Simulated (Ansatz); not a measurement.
# Be3: the cost of one run

Method: Hartree-Fock, Gaussian basis aug-cc-pVTZ, and further levels as typed in the inputs, in Ansatz 0.2.0.

### Step 1. The structure to begin with

Bond lengths: Be1–Be2 2.200 Å, Be1–Be3 2.200 Å, Be2–Be3 2.200 Å. Angles: Be1–Be2–Be3 60.0°, Be2–Be1–Be3 60.0°, Be1–Be3–Be2 60.0°.

Coordinates:

```xyz
3

Be    0.0000    1.2702    0.0000
Be    1.1000   -0.6351    0.0000
Be   -1.1000   -0.6351    0.0000
```

### Step 2. Relaxing the atoms: Be3

Input file input.yaml:

```yaml
relax:
  f_tol: 0.001
  max_steps: 200
crystal:
  periodic: [false, false, false]
  atoms:
    - { symbol: Be, position_ang: [0.0, 1.270171, 0.0] }
    - { symbol: Be, position_ang: [1.1, -0.635085, 0.0] }
    - { symbol: Be, position_ang: [-1.1, -0.635085, 0.0] }
basis:
  gaussian: { orbitals: aug-cc-pVTZ }
hamiltonian:
  xc: hf
```

Launch:

```console
> ansatz run input.yaml --threads 2 --pin off --max-ram 6144MiB --backend cpu --events-out ev --progress --plain --runs-dir out
```

What time and memory should one allow on 2 threads of Arm Neoverse V1, shared host?

About 2.9 s, with a peak of 0.18 GiB.
